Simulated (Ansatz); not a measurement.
**CH5NSSi: up Jacob's ladder to CCSD(T)**

One table from this session's results is given with a row withheld; the runs are named, their logs left out.

Program: Ansatz 0.2.0, Gaussian basis. Level of theory: functionals in def2-TZVPP, the program's frozen cores in correlated methods. These are calculated values, not measurements.

Plan: LDA (SPW92), PBE-D4, revPBE-D4, BLYP-D4, r2SCAN-D4, B97M-V, PBE0-D4, B3LYP-D4, r2SCANh-D4, r2SCAN0-D4, HSE06-D4, BHLYP-D4, CAM-B3LYP-D4, LC-ωPBE, ωB97X-V, ωB97M-V, B2PLYP, PBE-QIDH; CCSD(T)/def2-SVP; CCSD(T)/def2-TZVPP; MP2/def2-QZVPP; extrapolation to the limit; RPA on PBE.

### Structure used throughout

An earlier PBE0-D4 in a triple-zeta def2 set relaxation fixed the geometry.

SMILES `C=N[SiH2]S`, 9 atoms, charge 0, spin multiplicity 1.

Atoms are counted from 1 here; the program's logs count them from 0.

Bond lengths: C1–N2 1.258 Å, C1–H5 1.102 Å, C1–H6 1.096 Å, N2–Si3 1.739 Å, Si3–S4 2.128 Å, Si3–H7 1.481 Å, Si3–H8 1.491 Å, S4–H9 1.344 Å. Angles: N2–C1–H5 124.3°, N2–C1–H6 120.3°, H5–C1–H6 115.4°, C1–N2–Si3 124.2°, N2–Si3–S4 110.0°, N2–Si3–H7 106.5°, N2–Si3–H8 113.3°, S4–Si3–H7 111.5°, S4–Si3–H8 104.6°, H7–Si3–H8 110.9°, Si3–S4–H9 94.1°.

Coordinates:

```
C    -0.0171    1.3566   -1.1810
N     0.1160    0.9051   -0.0146
Si    0.3878   -0.7711    0.3606
S    -1.2561   -1.5452    1.4683
H     0.0276    0.7408   -2.0935
H    -0.1914    2.4267   -1.3429
H     1.6451   -0.8298    1.1418
H     0.4701   -1.6399   -0.8480
H    -1.0934   -0.6896    2.4923
```

The first run:

Contents of in.yaml:

```yaml
crystal:
  periodic: [false, false, false]
  atoms:
    - {symbol: C, position_ang: [-0.017068, 1.356615, -1.180996]}
    - {symbol: N, position_ang: [0.115986, 0.905134, -0.014576]}
    - {symbol: Si, position_ang: [0.387756, -0.771057, 0.360649]}
    - {symbol: S, position_ang: [-1.256099, -1.545187, 1.468269]}
    - {symbol: H, position_ang: [0.027600, 0.740834, -2.093547]}
    - {symbol: H, position_ang: [-0.191409, 2.426665, -1.342893]}
    - {symbol: H, position_ang: [1.645054, -0.829840, 1.141812]}
    - {symbol: H, position_ang: [0.470099, -1.639913, -0.848031]}
    - {symbol: H, position_ang: [-1.093418, -0.689649, 2.492313]}
basis:
  gaussian: {orbitals: def2-TZVPP}
hamiltonian: {xc: lda}
output: {orbitals: {seedname: orbitals}}
```

Command:

```console
ansatz run in.yaml --threads 2 --pin off --events-out ev --progress --plain --max-ram 4352MiB
```

Steps of the session up to this table: LDA; PBE-D4 (GGA); revPBE-D4 (GGA); BLYP-D4 (GGA); r2SCAN-D4 (meta-GGA); B97M-V (meta-GGA); B3LYP-D4 (hybrid); r2SCANh-D4 (hybrid); r2SCAN0-D4 (hybrid); HSE06-D4 (hybrid); BHLYP-D4 (hybrid); CAM-B3LYP-D4 (range-separated); LC-ωPBE (range-separated); ωB97X-V (range-separated); ωB97M-V (range-separated); B2PLYP (double hybrid); PBE-QIDH (double hybrid).

One table of the session follows, with a row left open; its other results are not shown here.

It belongs to the step «Orbital energies across the functionals». 

```
  functional  HOMO (eV)  gap (eV)
 LDA (SPW92)          ?         ?
      PBE-D4      -5.95      3.68
   revPBE-D4      -5.91      3.72
     BLYP-D4      -5.86      3.73
   r2SCAN-D4      -6.23      4.17
      B97M-V      -6.39      4.43
     PBE0-D4      -7.33      6.16
    B3LYP-D4      -7.11      5.70
  r2SCANh-D4      -6.75      5.09
  r2SCAN0-D4      -7.52      6.47
    HSE06-D4      -6.93      5.37
    BHLYP-D4      -8.55      8.59
CAM-B3LYP-D4      -8.72      8.75
     LC-ωPBE     -10.07     11.32
     ωB97X-V      -9.74     10.90
     ωB97M-V      -9.62     10.66
```

Q: Estimate the row for LDA (SPW92) from the others.

As computed: HOMO (eV): -6.05; gap (eV): 3.52. In the column «HOMO (eV)» it lies between r2SCAN-D4 (-6.23) and PBE-D4 (-5.95).
